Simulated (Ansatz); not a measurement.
# ClW: the cost of one run

The runs use Ansatz 0.2.0, Gaussian basis; def2-TZVPP, core rule «outside noble gas», up to 9 orbitals frozen.

To be run: UHF; ROHF; CCSD(T) on UHF.

## (1) What is computed

The geometry is a PBE0/def2-TZVP stationary point (not a proven minimum). No spin-orbit coupling is included. Elements past krypton take def2 core potentials.

2 atoms, charge 1, spin multiplicity 5.

Atoms are counted from 1 here; the program's logs count them from 0.

Bond lengths: W1–Cl2 2.156 Å.

As a file:

```xyz
2
charge 1, multiplicity 5
W     0.00000    0.00000    0.00000
Cl    0.00000    0.00000    2.15620
```

## (2) UHF

Input file in.yaml:

```yaml
crystal:
  periodic: [false, false, false]
  atoms:
    - {symbol: W, position_ang: [0.000000, 0.000000, 0.000000]}
    - {symbol: Cl, position_ang: [0.000000, 0.000000, 2.156200]}
basis:
  gaussian: {orbitals: def2-TZVPP}
total_charge: 1
magnetization: {spin_polarized: true, initial_magnetization: 4}
hamiltonian: {xc: hf}
output: {orbitals: {seedname: orbitals}}
```

On the command line:

```bash
ansatz run in.yaml --threads 1 --pin off --events-out ev --progress --plain --max-ram 4096MiB --backend cpu
```

**Question.** How long does this run take on 1 thread of AMD EPYC 7R13, shared host, and how much memory does it need?

About 7 s, with a peak of 0.25 GiB.
